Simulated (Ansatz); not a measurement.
# CH4Sn: the cost of one run

Method: PBE0-D4/def2-TZVP structures, single points in def2-TZVPP, no counterpoise correction; program: Ansatz 0.2.0, Gaussian basis.

Levels: SPW92, PBE-D4, BLYP-D4, r2SCAN-D4, B97M-V, PBE0-D4, B3LYP-D4, r2SCAN0-D4, BHLYP-D4, CAM-B3LYP-D4, wB97X-V, wB97M-V, B2PLYP, PBE-QIDH, RPA on PBE, Hartree-Fock, MP2, CCSD, CCSD(T).

Correlated methods freeze the cores. Filled d shells of the heavier atoms are correlated. Core potentials replace the inner electrons past krypton, and spin-orbit coupling is left out. B3LYP uses VWN-RPA correlation. B2PLYP carries no dispersion term here.

50 further runs of the same task are left out: 50 set aside as unsound or not needed.

### 1 Where the work starts

The complex: 8 atoms, charge 0, spin multiplicity 1.

Atoms are counted from 1 here; the program's logs count them from 0.

Bond lengths: Sn1–C3 1.961 Å, Sn1–H5 1.695 Å, Sn1–H6 1.695 Å, Cl2–H4 1.329 Å, C3–H7 1.084 Å, C3–H8 1.084 Å. Angles: C3–Sn1–H5 122.7°, C3–Sn1–H6 122.7°, H5–Sn1–H6 113.1°, Sn1–C3–H7 120.0°, Sn1–C3–H8 120.0°, H7–C3–H8 116.7°.

As a file:

| atom | x (Å) | y (Å) | z (Å) |
| --- | --- | --- | --- |
| Sn1 | 0.5504 | -0.0922 | 1.2989 |
| Cl2 | -2.4215 | 0.4044 | -1.5758 |
| C3 | 0.6789 | -0.1125 | -0.6583 |
| H4 | -1.2011 | 0.1998 | -1.0921 |
| H5 | 0.5417 | 1.3421 | 2.2015 |
| H6 | 0.0834 | -1.4493 | 2.2002 |
| H7 | 0.7343 | -1.0565 | -1.1875 |
| H8 | 1.0338 | 0.7643 | -1.1868 |

Its parts: CH₄Sn holds atoms 1, 3, 5, 6, 7, 8; HCl holds atoms 2, 4. Each part counts its atoms afresh in its own runs.

### 2 Relaxing CH₄Sn alone

relax-a/in.yaml

```yaml
crystal:
  periodic: [false, false, false]
  atoms:
    - {symbol: Sn, position_ang: [0.550418, -0.092196, 1.298899]}
    - {symbol: C, position_ang: [0.678916, -0.112542, -0.658264]}
    - {symbol: H, position_ang: [0.541740, 1.342150, 2.201451]}
    - {symbol: H, position_ang: [0.083443, -1.449296, 2.200175]}
    - {symbol: H, position_ang: [0.734289, -1.056456, -1.187485]}
    - {symbol: H, position_ang: [1.033779, 0.764282, -1.186811]}
basis:
  gaussian: {orbitals: def2-TZVP}
hamiltonian: {xc: pbe0, dispersion: d4}
relax: {f_tol: 0.005, max_steps: 200}
```

Run with:

```sh
ansatz run in.yaml --threads 4 --pin off --events-out ev --progress --plain --max-ram 9574MiB
```

**Question.** How long does this run take on 4 threads of Intel Xeon at 2.50GHz, shared host?

About 17 s.
